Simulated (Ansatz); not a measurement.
# GeNH₅: functionals against CCSD(T) at one geometry

An exercise on one series of results from a longer session: the logs are not shown, and one member is left open.

The runs use Ansatz 0.2.0, Gaussian basis; single points in def2-TZVPP.

Correlated methods freeze the cores. Filled d shells of the heavier atoms are correlated.

**Where the work starts**

7 atoms, charge 0, spin multiplicity 1.

Atoms are counted from 1 here; the program's logs count them from 0.

Bond lengths: Ge1–H2 1.653 Å, Ge1–H4 1.719 Å, Ge1–H5 1.618 Å, N3–H6 0.975 Å, N3–H7 1.018 Å. Angles: H2–Ge1–H4 54.7°, H2–Ge1–H5 77.6°, H4–Ge1–H5 86.8°, H6–N3–H7 108.5°.

Geometry (Å):

```mol
GeH5N
  3D, bonds by distance, orders not assigned

  7  5  0  0  0  0  0  0  0  0999 V2000
   -0.0743   -0.9265    1.1821 Ge  0  0
   -0.3594    0.2187    0.0246 H   0  0
    0.3686   -0.1733   -1.0363 N   0  0
   -1.3839    0.1868    1.1872 H   0  0
    0.8556    0.3033    1.6743 H   0  0
    0.9059    0.6230   -1.2010 H   0  0
   -0.3354   -0.2447   -1.7677 H   0  0
  1  2  8  0
  1  4  8  0
  1  5  8  0
  3  6  8  0
  3  7  8  0
M  END
```

The first run:

Contents of run/in.yaml:

```yaml
crystal:
  periodic: [false, false, false]
  atoms:
    - {symbol: Ge, position_ang: [-0.074300, -0.926500, 1.182100]}
    - {symbol: H, position_ang: [-0.359400, 0.218700, 0.024600]}
    - {symbol: N, position_ang: [0.368600, -0.173300, -1.036300]}
    - {symbol: H, position_ang: [-1.383900, 0.186800, 1.187200]}
    - {symbol: H, position_ang: [0.855600, 0.303300, 1.674300]}
    - {symbol: H, position_ang: [0.905900, 0.623000, -1.201000]}
    - {symbol: H, position_ang: [-0.335400, -0.244700, -1.767700]}
basis:
  gaussian: {orbitals: def2-TZVPP}
correlation: {method: ccsd_t}
output: {forces: true}
```

The command line of these runs was not kept.

Steps of the session up to this table: CCSD(T)/def2-TZVPP; PBE0-D4/def2-TZVPP; wB97M-V/def2-TZVPP; r2SCAN-D4/def2-TZVPP; PBE-D4/def2-TZVPP; CAM-B3LYP-D4/def2-TZVPP; BHLYP-D4/def2-TZVPP.

One of the session's tables, all rows but one given; the rest of the session is left out.

```
      method  RMS force component (eV/Å)  angle to CCSD(T) forces (°)  dipole (D)
     CCSD(T)                       1.548                    reference        2.19
     PBE0-D4                       1.508                          2.7        2.10
     wB97M-V                       1.576                          2.3        2.06
   r2SCAN-D4                       1.431                          3.3        2.17
      PBE-D4                       1.446                          9.0        2.04
CAM-B3LYP-D4                       1.555                          3.2        2.06
    BHLYP-D4                           ?                            ?           ?
```

**Question.** Estimate the row for BHLYP-D4.

As computed: RMS force component (eV/Å): 1.590; angle to CCSD(T) forces (°): 7.9; dipole (D): 2.10. In the column «RMS force component (eV/Å)» it is the highest.

To keep in mind: CCSD(T) in triple zeta still lacks some correlation energy of the bonds, so part of these gaps is its own basis error and they don't rank the functionals.
